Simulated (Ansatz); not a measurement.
# AsGeH6N: vertical energies of changing the electron count, by script

The task is vertical energies of changing the electron count, for AsGeH6N. SMILES: [NH2][GeH2][AsH2].

Program: Ansatz 0.2.0, driven from Python. Level of theory: CAM-B3LYP/def2-SVPD. These are calculated values, not measurements.

### 1 Starting point

Bond lengths: N1–Ge2 1.864 Å, Ge2–As3 2.398 Å, N1–H4 1.044 Å, N1–H5 1.044 Å, Ge2–H6 1.550 Å, Ge2–H7 1.550 Å, As3–H8 1.564 Å, As3–H9 1.564 Å. Angles: N1–Ge2–As3 109.4°, N1–Ge2–H6 109.5°, N1–Ge2–H7 109.5°, As3–Ge2–H6 109.4°, As3–Ge2–H7 109.5°, H6–Ge2–H7 109.6°, Ge2–N1–H4 106.7°, Ge2–N1–H5 106.7°, H4–N1–H5 106.8°, Ge2–As3–H8 92.0°, Ge2–As3–H9 92.0°, H8–As3–H9 92.6°.

asgeh6n.xyz, read by the script:

```xyz
9

N    -1.50020    0.89030   -0.12970
Ge   -0.23340   -0.41710    0.27110
As    1.78660    0.03250   -0.94070
H    -1.69840    0.81210   -1.15210
H    -2.37750    0.62050    0.36850
H     0.06340   -0.39940    1.79230
H    -0.78070   -1.80930   -0.13470
H     2.60210   -0.97100   -0.06140
H     2.13800    1.24130   -0.01320
```

### 2 Script

ip_asgeh6n.py

```python
"""Vertical ionisation energy and electron affinity of AsGeH6N."""

import ansatz


def total_energy(molecule, charge=0, unpaired=0):
    calc = (
        molecule.calculation()
        .basis(gaussian="def2-SVPD")
        .functional("cam_b3lyp")
    )
    if charge:
        calc = calc.charge(charge)
    if unpaired:
        calc = calc.spin("collinear", total=unpaired)
    report = calc.run().report
    if report["published_state_doubts"]:
        print("  doubts:", report["published_state_doubts"])
    return report["free_energy_ev"]


def main() -> None:
    geometry = ansatz.Crystal.molecule_from_extxyz("asgeh6n.xyz")

    # total-energy differences at one geometry
    parent = total_energy(geometry, 0, 0)
    cation = total_energy(geometry, 1, 1)
    print(f"E(N)   = {parent:.5f} eV")
    print(f"E(N-1) = {cation:.5f} eV  (1 unpaired)")
    print(f"vertical ionisation energy {cation - parent:.3f} eV")
    anion = total_energy(geometry, -1, 1)
    print(f"E(N+1) = {anion:.5f} eV  (1 unpaired)")
    print(f"vertical electron affinity {parent - anion:.3f} eV" + ("" if anion < parent else " (unbound in this basis)"))
    print(f"fundamental gap IP - EA = {cation + anion - 2 * parent:.3f} eV")


if __name__ == "__main__":
    main()
```

### 3 Running it

Command:

```sh
> python ip_asgeh6n.py
```

**Question.** What does it cost to change the electron count at this fixed geometry?

The runs gave:

```
                  quantity      value
vertical ionisation energy   9.481 eV
vertical electron affinity  -1.130 eV
             runs compared          3
```

**Reading.** The ionisation energy is a difference of two total energies at the neutral geometry. The added electron isn't bound in this basis, so the negative affinity reflects the basis as much as the molecule. At this unrelaxed geometry removing an electron costs 9.48 eV and an added one is unbound in this basis (by 1.13 eV). Reading the output:
- The geometry is a force-field or estimated start, not a minimum of this method, and the basis set is short of its limit. All parts are taken at fixed geometry, without zero-point energy. At an unrelaxed start these energies can be a whole eV from those at the minimum, and a small affinity can change sign.
- A negative electron affinity means that the anion is unbound here; its size hangs on the basis and tends to about zero as the basis grows, and so does its part in any gap built on it.
